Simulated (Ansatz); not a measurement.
# CH₅BN₂Zn: a ladder of functionals and wavefunction methods

How much do the methods differ for CH₅BN₂Zn? The plan is to run it at one geometry with functionals of several rungs and with coupled cluster. The yardstick is the atomisation energy at the CCSD(T) limit.

Program: Ansatz 0.2.0, Gaussian basis. Level of theory: functionals in def2-TZVPP, the program's frozen cores in correlated methods. These are calculated values, not measurements.

The runs, in order: LDA (SPW92), PBE-D4, revPBE-D4, BLYP-D4, r2SCAN-D4, B97M-V, PBE0-D4, B3LYP-D4, r2SCANh-D4, r2SCAN0-D4, HSE06-D4, BHLYP-D4, CAM-B3LYP-D4, LC-ωPBE, ωB97X-V, ωB97M-V, B2PLYP, PBE-QIDH; CCSD(T)/def2-SVP; CCSD(T)/def2-TZVPP; MP2/def2-QZVPP; extrapolation to the limit; RPA on PBE.

## 1. The relaxed structure

All runs share one geometry, relaxed beforehand with PBE0-D4 in a triple-zeta def2 set.

SMILES `B[N]1C[NH][Zn]1`, 10 atoms, charge 0, spin multiplicity 1.

Atoms are counted from 1 here; the program's logs count them from 0.

Bond lengths: B1–N2 1.377 Å, B1–H6 1.201 Å, B1–H7 1.206 Å, N2–C3 1.484 Å, N2–Zn5 1.907 Å, C3–N4 1.468 Å, C3–H8 1.096 Å, C3–H9 1.098 Å, N4–Zn5 1.905 Å, N4–H10 1.012 Å. Angles: N2–B1–H6 119.4°, N2–B1–H7 120.4°, H6–B1–H7 120.2°, B1–N2–C3 127.0°, B1–N2–Zn5 146.9°, C3–N2–Zn5 86.0°, N2–C3–N4 108.3°, N2–C3–H8 110.2°, N2–C3–H9 107.4°, N4–C3–H8 112.5°, N4–C3–H9 109.1°, H8–C3–H9 109.3°, C3–N4–Zn5 86.5°, C3–N4–H10 112.3°, Zn5–N4–H10 122.4°, N2–Zn5–N4 77.8°.

## 2. LDA

This LDA is Slater exchange with PW92 correlation.

File in.yaml:

```yaml
crystal:
  periodic: [false, false, false]
  atoms:
    - {symbol: B, position_ang: [-1.656750, 0.796026, 0.006428]}
    - {symbol: N, position_ang: [-0.324514, 0.540166, -0.231593]}
    - {symbol: C, position_ang: [0.465983, -0.614259, 0.262511]}
    - {symbol: N, position_ang: [1.887928, -0.333248, 0.026822]}
    - {symbol: Zn, position_ang: [1.302051, 1.146235, -1.020127]}
    - {symbol: H, position_ang: [-2.166471, 1.768251, -0.481848]}
    - {symbol: H, position_ang: [-2.306999, 0.052408, 0.697643]}
    - {symbol: H, position_ang: [0.134015, -1.537208, -0.227371]}
    - {symbol: H, position_ang: [0.290062, -0.694579, 1.343397]}
    - {symbol: H, position_ang: [2.374684, -1.123793, -0.375873]}
basis:
  gaussian: {orbitals: def2-TZVPP}
hamiltonian: {xc: lda}
output: {orbitals: {seedname: orbitals}}
```

The runs that follow: PBE-D4 (GGA); revPBE-D4 (GGA); BLYP-D4 (GGA); r2SCAN-D4 (meta-GGA); B97M-V (meta-GGA); PBE0-D4 (hybrid); B3LYP-D4 (hybrid); r2SCANh-D4 (hybrid); r2SCAN0-D4 (hybrid); HSE06-D4 (hybrid); BHLYP-D4 (hybrid); CAM-B3LYP-D4 (range-separated); LC-ωPBE (range-separated); ωB97X-V (range-separated); ωB97M-V (range-separated); B2PLYP (double hybrid); PBE-QIDH (double hybrid); CCSD(T) in def2-SVP; CCSD(T) in def2-TZVPP; MP2 in def2-QZVPP; RPA on PBE orbitals.

**Question.** What will the summary of the whole plan be? Wanted: atomisation energy, CCSD(T)/CBS; farthest beyond LDA; mean size of error, GGA; mean size of error, meta-GGA; mean size of error, hybrid; mean size of error, range-separated; mean size of error, double hybrid; gap, smallest and largest; T1 diagnostic.

As calculated:

| quantity | value |
| --- | --- |
| atomisation energy, CCSD(T)/CBS | 34.128 eV |
| functionals within 0.171 eV (0.5 %) | B97M-V, r2SCANh-D4, B2PLYP, PBE-QIDH |
| farthest beyond LDA | PBE-D4 (+1.400 eV) |
| mean size of error, GGA | 0.733 eV |
| mean size of error, meta-GGA | 0.229 eV |
| mean size of error, hybrid | 0.455 eV |
| mean size of error, range-separated | 0.334 eV |
| mean size of error, double hybrid | 0.073 eV |
| gap, smallest and largest | 1.37 eV (BLYP-D4), 7.84 eV (LC-ωPBE) |
| T1 diagnostic | 0.0216 |
| triples share of the correlation energy | 4.0 % |

What this shows: LDA overbinds by 6.203 eV (18 %). PBE-D4 is off by +1.400 eV. Double hybrids carry the basis error of their MP2 part in triple zeta, and no dispersion term here, so their miss is partly the set-up's. Taken by rung, double hybrid functionals do best (0.073 eV on average) and GGA ones worst beyond LDA (0.733 eV). The reference freezes the cores and leaves out relativity and excitations past (T), so misses under about 0.171 eV can't be ranked. Hartree-Fock recovers 67 % of the binding; the rest is correlation. CCSD(T) in def2-SVP is off by -2.135 eV, which most functionals beat. Orbital gaps span 1.4 to 7.8 eV; exact exchange widens them. The T1 diagnostic, 0.022, is a little above the customary 0.02. For Zn the d shell is correlated and the shells below it are frozen.
